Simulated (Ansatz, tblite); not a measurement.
# AlF₃H₃P: isomers side by side, part 2 of 2

Aim: relax some chosen isomers of AlF₃H₃P, and see how the levels of theory order them.

Ansatz 0.2.0, Gaussian basis; relaxed with B3LYP-D4/def2-SVP, singlet. Earlier steps stand in the parts before.

## 14. Candidate B, PBE-D4/def2-SVP

in.yaml

```yaml
crystal:
  periodic: [false, false, false]
  atoms:
    - {symbol: Al, position_ang: [-0.005177, 0.005509, -1.519584]}
    - {symbol: F, position_ang: [-1.388127, 0.081338, 1.796558]}
    - {symbol: F, position_ang: [0.777742, 1.156631, 1.780789]}
    - {symbol: F, position_ang: [0.627144, -1.256727, 1.764449]}
    - {symbol: P, position_ang: [-0.002714, -0.000938, 1.033428]}
    - {symbol: H, position_ang: [1.583011, -0.045991, -1.600885]}
    - {symbol: H, position_ang: [-0.752460, 1.404932, -1.630943]}
    - {symbol: H, position_ang: [-0.839410, -1.344764, -1.623812]}
basis:
  gaussian: {orbitals: def2-SVP, initial_orbitals: start.molden}
hamiltonian: {xc: pbe, dispersion: d4}
scf: {omitted_lower_state_checks: [starts]}
output: {orbitals: {seedname: orbitals}}
```

Started as:

```
$ ansatz run in.yaml --threads 2 --pin off --events-out ev --progress --plain --max-ram 4352MiB
```

The log of the run:

```text
Functional definition: PBE
  name "PBE"
  cite "Perdew, Burke & Ernzerhof, Phys. Rev. Lett. 77, 3865 (1996) doi:10.1103/PhysRevLett.77.3865"
  parent pbe
  parameter kappa = 0.804
  parameter beta = 0.06672455060314922
  exchange = pbe_x(kappa = kappa, mu = beta*pi^2/3)
  correlation = pbe_c(beta = beta)
these checks for a lower state are left out or cut short: starts
1018 factors; their error is unknown
mean field evaluation 1: about -24059.0883 eV, gradient 1.3e1 eV
mean field evaluation 2: about -24059.4523 eV, gradient 2.9e-1 eV
mean field evaluation 4: about -24059.4063 eV, gradient 4.9e-2 eV
mean field -24059.40629335 eV, -884.1668732293 hartree, gradient 2.4e-5 eV, S^2 0.000000; 0 other end points of the search recorded, 0 dependent functions left out
reference -24059.40632745 eV, -884.1668744826 hartree; 29, 29 occupied and 64, 64 virtual orbitals, 1018 factors
Total energy: -24059.56308516 eV, -884.1726352219 hartree
Checks for a lower state left out: starts
```

Wall time 1.1 s (2 threads of Intel Xeon Platinum 8375C at 2.90GHz, shared host).

From the report: HOMO -7.22 eV, LUMO -1.80 eV.

## 15. Candidate B, PBE0-D4/def2-SVP

in.yaml, as its differences from that of step 14:

```diff
@@ -13,3 +13,3 @@
   gaussian: {orbitals: def2-SVP, initial_orbitals: start.molden}
-hamiltonian: {xc: pbe, dispersion: d4}
+hamiltonian: {xc: pbe0, dispersion: d4}
 scf: {omitted_lower_state_checks: [starts]}
```

Same command.

The log of the run:

```text
Functional definition: PBE0
  name "PBE0"
  cite "Adamo & Barone, J. Chem. Phys. 110, 6158 (1999) doi:10.1063/1.478522"
  cite "Perdew, Burke & Ernzerhof, Phys. Rev. Lett. 77, 3865 (1996) doi:10.1103/PhysRevLett.77.3865"
  parent pbe
  parameter a = 0.25
  parameter kappa = 0.804
  parameter beta = 0.06672455060314922
  exchange = (1 - a)*pbe_x(kappa = kappa, mu = beta*pi^2/3) + a*exact_x
  correlation = pbe_c(beta = beta)
these checks for a lower state are left out or cut short: starts
857 factors; integrals over basis functions are off by at most 1.2e-3 eV
mean field evaluation 1: about -24060.4556 eV, gradient 1.2e1 eV
mean field evaluation 2: about -24060.6793 eV, gradient 1.6e-1 eV
mean field evaluation 4: about -24060.7618 eV, gradient 4.5e-4 eV
mean field -24060.76181512 eV, -884.2166877356 hartree, gradient 2.3e-5 eV, S^2 0.000000; 0 other end points of the search recorded, 0 dependent functions left out
reference -24060.76184033 eV, -884.2166886621 hartree; 29, 29 occupied and 64, 64 virtual orbitals, 857 factors
Total energy: -24060.89477580 eV, -884.2215739503 hartree
Checks for a lower state left out: starts
```

Run time: 1.3 s. Hardware: 2 threads of Intel Xeon Platinum 8375C at 2.90GHz, shared host.

Report: HOMO -8.54 eV, LUMO -0.96 eV.

## 16. Candidate B, CCSD(T)/def2-SVP

in.yaml, as its differences from that of step 15:

```diff
@@ -13,3 +13,3 @@
   gaussian: {orbitals: def2-SVP, initial_orbitals: start.molden}
-hamiltonian: {xc: pbe0, dispersion: d4}
+correlation: {method: ccsd_t}
 scf: {omitted_lower_state_checks: [starts]}
```

Launched as before.

The log of the run, shortened:

```text
Functional definition: HF
  name "HF"
  cite "Fock, Z. Phys. 61, 126 (1930) doi:10.1007/BF01340294"
  parent pbe
[...]
857 factors; integrals over basis functions are off by at most 1.2e-3 eV
[...]
mean field -24009.72342772 eV, -882.3410615936 hartree, gradient 1.6e-6 eV, S^2 0.000000; 0 other end points of the search recorded, 0 dependent functions left out
13 core orbitals not correlated: weight in the atoms' cores, before any rotation towards them, 1.000 or more for the frozen orbitals, at most 0.000 for the correlated occupied ones
reference -24009.72342772 eV, -882.3410615936 hartree; 16, 16 occupied and 64, 64 virtual orbitals, 857 factors
second order -20.43674958 eV of doubles, -0.00000000 eV of singles
cycle   1  -20.67330701 eV  change   -2.4e-1 eV  update   1.1e-1
[...]
cycle   9  -21.33160589 eV  change   -2.4e-5 eV  update   1.3e-5
perturbative correction -0.40046637 eV, -0.0147168676 hartree
Total energy: -24031.45549997 eV, -883.1397005185 hartree
Checks for a lower state left out: starts
```

Run time: 3.9 s. Hardware: 2 threads of Intel Xeon Platinum 8375C at 2.90GHz, shared host.

Hartree-Fock HOMO -11.76 eV, LUMO 2.54 eV; T1 0.013.

## 17. Candidate B, MP2/def2-TZVP

in.yaml, as its differences from that of step 16:

```diff
@@ -12,4 +12,4 @@
 basis:
-  gaussian: {orbitals: def2-SVP, initial_orbitals: start.molden}
-correlation: {method: ccsd_t}
+  gaussian: {orbitals: def2-TZVP, initial_orbitals: start.molden}
+correlation: {method: mp2}
 scf: {omitted_lower_state_checks: [starts]}
```

Same command.

The log of the run:

```text
Functional definition: HF
  name "HF"
  cite "Fock, Z. Phys. 61, 126 (1930) doi:10.1007/BF01340294"
  parent pbe
  exchange = exact_x
  correlation = 0
these checks for a lower state are left out or cut short: starts
1217 factors; integrals over basis functions are off by at most 1.2e-3 eV
mean field evaluation 1: about -24025.0881 eV, gradient 3.6e1 eV
mean field evaluation 2: about -24026.2403 eV, gradient 1.5e0 eV
mean field evaluation 4: about -24026.5780 eV, gradient 1.9e-2 eV
mean field evaluation 8: about -24026.5780 eV, gradient 9.3e-7 eV
mean field -24026.57804691 eV, -882.9604574246 hartree, gradient 4.9e-6 eV, S^2 0.000000; 0 other end points of the search recorded, 0 dependent functions left out
13 core orbitals not correlated: weight in the atoms' cores, before any rotation towards them, 1.000 or more for the frozen orbitals, at most 0.000 for the correlated occupied ones
reference -24026.57804691 eV, -882.9604574246 hartree; 16, 16 occupied and 156, 156 virtual orbitals, 1217 factors
second order -26.75235971 eV of doubles, -0.00000000 eV of singles
Total energy: -24053.33040663 eV, -883.9435885106 hartree
Checks for a lower state left out: starts
```

Run time: 2.6 s. Hardware: 2 threads of Intel Xeon Platinum 8375C at 2.90GHz, shared host.

Hartree-Fock HOMO -11.70 eV, LUMO 2.33 eV.

## 18. B against A

The energies of A at these levels come from its own runs, whose logs aren't repeated here.

Differences are taken before rounding.

| method | B above A (kJ/mol) | from CCSD(T)/def2-SVP (kJ/mol) | time |
| --- | --- | --- | --- |
| GFN1-xTB | 152.8 | -344.5 | 0.012 s |
| GFN2-xTB | 328.2 | -169.1 | 0.009 s |
| HF/def2-SVP | 509.9 | +12.6 |  |
| HF/def2-TZVP | 445.3 | -51.9 |  |
| PBE-D4/def2-SVP | 429.5 | -67.7 | 2 s |
| PBE-D4/def2-TZVP | 397.2 | -100.0 | 4.6 s |
| r2SCAN-D4/def2-TZVP | 421.4 | -75.8 | 6.5 s |
| PBE0-D4/def2-SVP | 457.1 | -40.2 | 2.6 s |
| PBE0-D4/def2-TZVP | 415.7 | -81.5 | 5.3 s |
| BHLYP-D4/def2-TZVP | 439.6 | -57.6 | 5.5 s |
| CAM-B3LYP-D4/def2-TZVP | 424.4 | -72.8 | 5.5 s |
| PBE-QIDH/def2-TZVP | 437.0 | -60.2 | 9.2 s |
| MP2/def2-SVP | 507.1 | +9.9 |  |
| MP2/def2-TZVP | 451.6 | -45.7 | 5 s |
| CCSD/def2-SVP | 505.0 | +7.7 |  |
| CCSD(T)/def2-SVP | 497.2 | 0 | 7.7 s |

Among the levels timed on like hardware and quicker than the yardstick, those that no quicker one beats, quickest first: GFN2-xTB (0.009 s, -169.1 kJ/mol); PBE-D4/def2-SVP (2 s, -67.7 kJ/mol); PBE0-D4/def2-SVP (2.6 s, -40.2 kJ/mol).

Times add the two runs; a level without a time comes out of a correlated run.

## 19. Results

This closing draws on all 2 parts.

| quantity | value |
| --- | --- |
| B above A, CCSD(T)/def2-SVP | +497.2 kJ/mol |
| levels that put B lower | none |

All levels free of doubt put A (C3v) below B (C3v), by 152.8 to 509.9 kJ/mol. The yardstick is in a double-zeta basis, so levels in larger sets aren't compared like for like. The reference is CCSD(T) in one finite basis, so it carries an error of its own, often a tenth of an eV or more, and near misses can't be ranked. Only these isomers were run, one conformer each; others of the formula can lie lower. Only singlets are compared; another spin may lie lower and prefer another shape.
